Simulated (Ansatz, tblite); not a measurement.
**Sn(OH)H3 (SnH₄O): one state, many levels**

One table from this session's results is given with a row withheld; the runs are named, their logs left out.

Method: as each input shows; program: Ansatz 0.2.0, Gaussian basis.

Levels to be run: GFN1-xTB, GFN2-xTB, PBE-D4/def2-TZVP, r2SCAN-D4/def2-TZVP, HF/def2-TZVP, LC-ωPBE/def2-TZVP, BHLYP-D4/def2-TZVP, B2PLYP/def2-TZVP, CAM-B3LYP-D4/def2-TZVP, B3LYP-D4/def2-TZVP, r2SCANh-D4/def2-TZVP, PBE-D4/def2-SVP, PBE0-D4/def2-SVP, PBE0-D4/def2-TZVPD, PBE-D4/def2-TZVPD, r2SCAN-D4/def2-TZVPD, CCSD(T)/def2-TZVPP, MP2/def2-TZVP, RPA/def2-TZVP, CCSD(T)/def2-TZVPD.

3 further runs of the same task are left out: 1 that didn't finish, 2 set aside as unsound or not needed.

### The structure

The geometry is that of the singlet, from an earlier relaxation (PBE0-D4/def2-TZVP).

6 atoms, charge 0, spin multiplicity 1.

Bond lengths: Sn1–O2 1.970 Å, Sn1–H4 1.709 Å, Sn1–H5 1.709 Å, Sn1–H6 1.698 Å, O2–H3 0.960 Å. Angles: O2–Sn1–H4 108.5°, O2–Sn1–H5 108.5°, O2–Sn1–H6 103.1°, H4–Sn1–H5 110.8°, H4–Sn1–H6 112.8°, H5–Sn1–H6 112.8°, Sn1–O2–H3 113.2°.

Sn takes a core potential in the def2 sets. No spin-orbit coupling is included.

PBE0-D4/def2-TZVP was run before; its log isn't repeated, and its numbers join the tables.

Set-up of the first run:

Tight binding, by tblite at 300 K electronic temperature and without a spin-polarisation term:

```python
tblite.interface.Calculator('GFN1-xTB', numbers, positions, charge=0, uhf=0).singlepoint()
```

Tight binding, by tblite at 300 K electronic temperature and without a spin-polarisation term:

```python
tblite.interface.Calculator('GFN2-xTB', numbers, positions, charge=0, uhf=0).singlepoint()
```

start.molden holds the orbitals of an earlier run on this state, given as this run's starting guess.

File in.yaml:

```yaml
crystal:
  periodic: [false, false, false]
  atoms:
    - {symbol: Sn, position_ang: [-0.065787, -0.122261, -0.475144]}
    - {symbol: O, position_ang: [-0.076244, -0.120233, 1.494647]}
    - {symbol: H, position_ang: [0.353240, 0.649056, 1.874819]}
    - {symbol: H, position_ang: [1.558081, -0.117204, -1.008355]}
    - {symbol: H, position_ang: [-0.889182, 1.271868, -1.022628]}
    - {symbol: H, position_ang: [-0.880109, -1.561216, -0.863339]}
basis:
  gaussian: {orbitals: def2-TZVP, initial_orbitals: start.molden}
hamiltonian: {xc: pbe, dispersion: d4}
scf: {omitted_lower_state_checks: [starts]}
output: {forces: true, orbitals: {seedname: orbitals}}
```

Started as:

```
ansatz run in.yaml --threads 4 --pin off --events-out ev --progress --plain --max-ram 3916MiB
```

Among the steps run: PBE-D4/def2-TZVP; r2SCAN-D4/def2-TZVP; HF/def2-TZVP; LC-ωPBE/def2-TZVP; BHLYP-D4/def2-TZVP; B2PLYP/def2-TZVP; CAM-B3LYP-D4/def2-TZVP; B3LYP-D4/def2-TZVP; r2SCANh-D4/def2-TZVP; PBE-D4/def2-SVP; PBE0-D4/def2-SVP; PBE0-D4/def2-TZVPD; PBE-D4/def2-TZVPD; r2SCAN-D4/def2-TZVPD; CCSD(T)/def2-TZVPP; MP2/def2-TZVP; RPA/def2-TZVP; CCSD(T)/def2-TZVPD.

One table of the session follows, with a row left open; its other results are not shown here.

| level | HOMO (eV) | gap (eV) |
| --- | --- | --- |
| HF/def2-TZVP | -11.90 | 13.82 |
| PBE-D4/def2-SVP | -6.26 | 5.30 |
| PBE-D4/def2-TZVP | -6.60 | 5.28 |
| PBE-D4/def2-TZVPD | -6.70 | 5.26 |
| r2SCAN-D4/def2-TZVP | -6.96 | 6.07 |
| r2SCAN-D4/def2-TZVPD | ? | ? |
| r2SCANh-D4/def2-TZVP | -7.56 | 6.94 |
| B3LYP-D4/def2-TZVP | -7.96 | 7.14 |
| PBE0-D4/def2-SVP | -7.94 | 7.81 |
| PBE0-D4/def2-TZVP | -8.20 | 7.67 |
| PBE0-D4/def2-TZVPD | -8.27 | 7.59 |
| BHLYP-D4/def2-TZVP | -9.69 | 9.81 |
| CAM-B3LYP-D4/def2-TZVP | -9.65 | 9.92 |
| LC-ωPBE/def2-TZVP | -11.00 | 12.41 |

Estimate the missing values for r2SCAN-D4/def2-TZVPD.

As computed: HOMO (eV): -7.03; gap (eV): 6.05. In the column «HOMO (eV)» it lies between r2SCANh-D4/def2-TZVP (-7.56) and r2SCAN-D4/def2-TZVP (-6.96).
